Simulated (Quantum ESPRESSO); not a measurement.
## WS in Quantum ESPRESSO: the effect of functional

Crystal: WS.

```
W S
1.0
     3.00789    0.00000    0.00000
     0.00000    3.00789    0.00000
     0.00000    0.00000    3.00789
W S
1 1
Direct
  0.50000 0.50000 0.50000
  0.00000 0.00000 0.00000
```

The cell was built by a generator and needn't be a form met in nature.

Alike in all runs:

| Property | Result |
| --- | --- |
| Program | Quantum ESPRESSO 7.5 |
| Task | phonons |
| k mesh | 6 × 6 × 6, shifted |
| Occupations | fermi-dirac, width 0.05 eV |
| Spin | no spin polarisation |

Each run relaxes the cell or the atoms first.

Q: One run gave: relaxed volume 13.20 Å³/atom; highest phonon frequency 215 cm⁻¹. Which functional did it use?
A. PBEsol
B. LDA
C. PBE

A: A.

```tsv
functional	potentials or basis	cutoff	relaxed volume (Å³/atom)	highest phonon frequency (cm⁻¹)
LDA	PseudoDojo 0.4.1 SR LDA standard	952 eV	12.96	219
PBE	PseudoDojo 0.4.1 SR PBE standard	1007 eV	13.63	194
PBEsol	PseudoDojo 0.4.1 SR PBEsol standard	1007 eV	13.20	215
```

Caveats: the mesh is thin for the phonons of a metal.
